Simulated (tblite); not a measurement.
# C6H9P2: the cost of one run

The runs use tblite 0.8.0 and PySCF 2.14.0, with density-fitted response routines of our own; the level of theory stands in each step. All values are computed, except where a source is named. Atoms count from 0, in the outputs and in this text.

### Step 1. The starting structure

17 atoms, charge 1, multiplicity 1; geometry from: force field or distance geometry start.

Bonds of the start (Å): P0–C1 1.81, C1–C2 1.41, C2–C3 1.38, C3–C4 1.40, C4–C5 1.39, C5–C6 1.40, C6–P7 1.76, C6–C1 1.41, P0–H8 1.41, P0–H9 1.42, C2–H10 1.09, C3–H11 1.08, C4–H12 1.08, C5–H13 1.09, P7–H14 1.41, P7–H15 1.41, P7–H16 1.41.

### Step 2. Geometry optimisation with GFN2-xTB

What the job is given:

```
{"job": {"kind": "relax", "xc": "GFN2-xTB", "basis": "xTB"}, "charge": 1, "multiplicity": 1}
P     -1.223900     2.227900    -0.106100
C     -0.045200     0.859800    -0.198900
C      1.312600     1.140800    -0.474400
C      2.255400     0.134100    -0.558500
C      1.876500    -1.196000    -0.329400
C      0.541800    -1.496900    -0.057300
C     -0.418300    -0.478800     0.016000
P     -2.073400    -0.952200     0.375300
H     -0.388500     3.192500     0.501600
H     -1.908800     1.843900     1.082700
H      1.621600     2.167400    -0.654800
H      3.288100     0.364000    -0.772900
H      2.611100    -1.988100    -0.383300
H      0.261700    -2.532900     0.103800
H     -2.260400    -2.345900     0.286200
H     -2.994300    -0.362800    -0.515300
H     -2.462900    -0.564700     1.675100
```

The run is started by

```console
$ OMP_NUM_THREADS=1 python probes_run.py task.json out
```

This one command runs all jobs of the session in turn.

**Question.** How long does this first job take on 1 thread of Arm Neoverse N1, shared host?

About 1.4 s.
